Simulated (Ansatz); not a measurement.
Working through cell relaxations under several functionals of Os, space group P6_3/mmc

Program: the Ansatz DFT code, driven from Python.

Input file `os.extxyz`:
```text
2
Lattice="2.7341 0.0 0.0 -1.36705 2.36780006 0.0 0.0 0.0 4.3197" Properties=species:S:1:pos:R:3 pbc="T T T"
Os   -0.00000000    1.57853337    1.07992500
Os    1.36705000    0.78926669    3.23977500
```

Typed at the interpreter:
```pycon
>>> import ansatz as az
>>> import numpy as np
>>> def edges_and_angles(cell):
...     cell = np.asarray(cell)
...     a, b, c = np.linalg.norm(cell, axis=1)
...     cosines = cell[1] @ cell[2] / (b * c), cell[0] @ cell[2] / (a * c), cell[0] @ cell[1] / (a * b)
...     return (a, b, c, *np.degrees(np.arccos(cosines)))
...
>>> cell = az.Crystal.from_extxyz("os.extxyz")
>>> cell.resolved().sites[-1]
Site(symbol='Os', position=(0.6666666673705549, 0.3333333347411099, 0.75), moment=None, axis=None, held=None, saved=None)
>>> model = (
...     cell.calculation()
...     .basis(420)
...     .kpoints(mesh=(14, 14, 8))
...     .occupations("fermi_dirac", width=0.1)
...     .relax(cell=True, force_tolerance=0.02)
... )
>>> levels = [("r2scan", "none"), ("r2scan", "d4"), ("pbe", "none")]
>>> print("level            a       b       c    alpha   beta  gamma  V/atom  steps")
level            a       b       c    alpha   beta  gamma  V/atom  steps
>>> for name, dispersion in levels:
...     seen = []
...     run = model.functional(name, dispersion=dispersion).session().plan()
...     done = run.execute(on_event=lambda e: seen.append(e) if e["event"] == "relax_step" else None)
...     cell = done.lattice.cell_ang
...     label = name if dispersion == "none" else f"{name}+{dispersion}"
...     print("{:13s} {:7.4f} {:7.4f} {:7.4f} {:6.2f} {:6.2f} {:6.2f}".format(label, *edges_and_angles(cell)), f"{abs(np.linalg.det(cell)) / len(done.lattice.sites):7.3f} {len(seen):5d}")
...
DeckWarning: basis.ecutwfc = 420 eV is below the records' recommended 500 eV, and the density's cutoff is lower with it unless basis.ecutrho_ratio is high enough to keep the records' density cutoff: compare with a run at a higher cutoff
r2scan         2.7390  2.7390  4.3163  90.00  90.00 120.00  14.022     4
r2scan+d4      2.7344  2.7344  4.3102  90.00  90.00 120.00  13.955     4
pbe            2.7552  2.7552  4.3454  90.00  90.00 120.00  14.283     7
```

From smallest to largest: r2SCAN+D4 (13.95 Å³ an atom, -0.2 % against the start), r2SCAN (14.02 Å³ an atom, +0.3 % against the start) and PBE (14.28 Å³ an atom, +2.2 % against the start). The spread is 2.4 % in volume.

Notes:
- The cutoff lies under the one recommended for these potentials in some of the runs.
- Forces vanish by symmetry, so the ions can't move, and the end may be a saddle.
- Dispersion corrections can be off by several per cent in the lattices of metals, and by several GPa in the pressure at a fixed cell.
- Spin-orbit coupling, which matters for elements this heavy, is left out.
- Warnings are shown shortened and without file and line.
- Timing: 20 s on 1 thread of AMD EPYC 9R45 96-Core Processor (Zen 5) (shared host), peak memory 0.52 GiB.
